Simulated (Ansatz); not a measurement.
CsLiCr2Te2S3 under changes of volume

One of the cells (29.175 Å³/atom); the others are scaled copies at fixed shape and fractional positions:

```
Cs Li Cr Te S
1.0
     3.31929    1.91639    6.87982
    -3.31929    1.91639    6.87982
     0.00000   -3.83279    6.87982
Cs Li Cr Te S
1 1 2 2 3
Direct
  0.00000 0.00000 0.00000
  0.50000 0.50000 0.50000
  0.79848 0.79848 0.79848
  0.20152 0.20152 0.20152
  0.67990 0.67990 0.67990
  0.32010 0.32010 0.32010
  0.13626 0.86374 0.50000
  0.50000 0.13626 0.86374
  0.86374 0.50000 0.13626
```

The cell was built by a generator and needn't be a form met in nature.

- Program: Ansatz 0.2.0
- Functional: PBE
- Potentials or basis: Ansatz PAW
- Cutoff: 420 eV (not typed: the program's choice for these potentials)
- k mesh: 5 × 5 × 5
- Occupations: fermi-dirac, width 0.05 eV
- Spin: collinear spin, ferromagnetic start
- Starting moments: [0.0, 0.0, 3.0, 3.0, 0.0, 0.0, 0.0, 0.0, 0.0] μB

| volume (Å³/atom) | energy over the lowest point (meV/atom) | pressure (GPa) | largest force (eV/Å) |
| --- | --- | --- | --- |
| 27.425 | 13.85 | 2.7 | 0.536 |
| 28.008 | ? | ? | ? |
| 28.592 | 1.34 | 0.8 | 0.157 |
| 29.175 | 0.00 | 0.0 | 0.006 |
| 29.759 | 1.48 | -0.8 | 0.151 |
| 30.342 | 5.47 | -1.4 | 0.282 |
| 30.926 | 11.71 | -2.0 | 0.401 |

Problem. What does the run at 28.008 Å³/atom give?

Solution. Energy over the lowest point 5.83 meV/atom; pressure 1.7 GPa; largest force 0.337 eV/Å.

Worked out: A Birch-Murnaghan fit of order 3 (a polynomial in V^(-2/3)) to the other rows has its minimum at 29.15 Å³/atom with B0 = V·E''(V) = 39 GPa and B' = 4.7 at fixed shape and positions, which overstates the stiffness. It gives 5.83 meV/atom at 28.008 Å³/atom, against the run's 5.83, and -dE/dV = 1.7 GPa, against 1.7.

Energies are extrapolated to zero smearing.

Caveats: only a ferromagnetic start was run, and an antiferromagnetic order may lie lower in energy.
